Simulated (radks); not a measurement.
# Sr⁺ in [Kr] 5s1: an all-electron calculation

The task here is to estimate one member of a computed series from the others.

Program: radks (a radial shooting solver on a logarithmic mesh, Libxc functionals) version 1. Level of theory: non-relativistic Kohn-Sham, TPSS, spin-polarised, spherical densities, point nucleus; open shells are filled with parallel spins first. These are calculated values, not measurements, unless marked.

### Starting point

```
element       : strontium (Z = 38)
charge        : +1
electrons     : 37
configuration : [Kr] 5s1
```

The outer shells:

Sr⁺
```
[Kr] core
5s [↑ ]
```

The first run:

The run's settings:

```text
Z 38
configuration [Kr] 5s1
relativity non-relativistic
functional tpss,tpss
spin polarised
nucleus point
```

Command:

```console
python run_ks.py task.json out
```

The same process makes all the runs of this session.

One table of the session follows, with a row left open; its other results are not shown here.

It belongs to the step «Shells». Radial moments (bohr):

| level | <r> | outermost maximum (interpolated) | 90 % within | nodes |
| --- | --- | --- | --- | --- |
| 1s up | 0.04017 | 0.0266 | 0.0715 | 0 |
| 1s down | 0.04017 | 0.0266 | 0.0715 | 0 |
| 2s up | 0.1768 | 0.149 | 0.273 | 1 |
| 2s down | 0.1768 | 0.149 | 0.273 | 1 |
| 2p up | 0.1522 | 0.118 | 0.248 | 0 |
| 2p down | 0.1522 | 0.118 | 0.248 | 0 |
| 3s up | 0.5028 | 0.445 | 0.745 | 2 |
| 3s down | 0.5028 | 0.445 | 0.745 | 2 |
| 3p up | 0.5032 | 0.435 | 0.763 | 1 |
| 3p down | 0.5032 | 0.435 | 0.763 | 1 |
| 3d up | ? | ? | ? | ? |
| 3d down | 0.4971 | 0.377 | 0.805 | 0 |
| 4s up | 1.384 | 1.21 | 2.03 | 3 |
| 4s down | 1.383 | 1.21 | 2.02 | 3 |
| 4p up | 1.569 | 1.33 | 2.34 | 2 |
| 4p down | 1.563 | 1.33 | 2.33 | 2 |
| 5s up | 3.974 | 3.56 | 5.74 | 4 |

**Question.** Estimate the row for 3d up.

As computed: <r>: 0.4972; outermost maximum (interpolated): 0.377; 90 % within: 0.805; nodes: 0. In the column «<r>» it lies between 3d down (0.4971) and 3s up (0.5028).

To keep in mind: Relativity is left out here, which matters for elements this heavy.
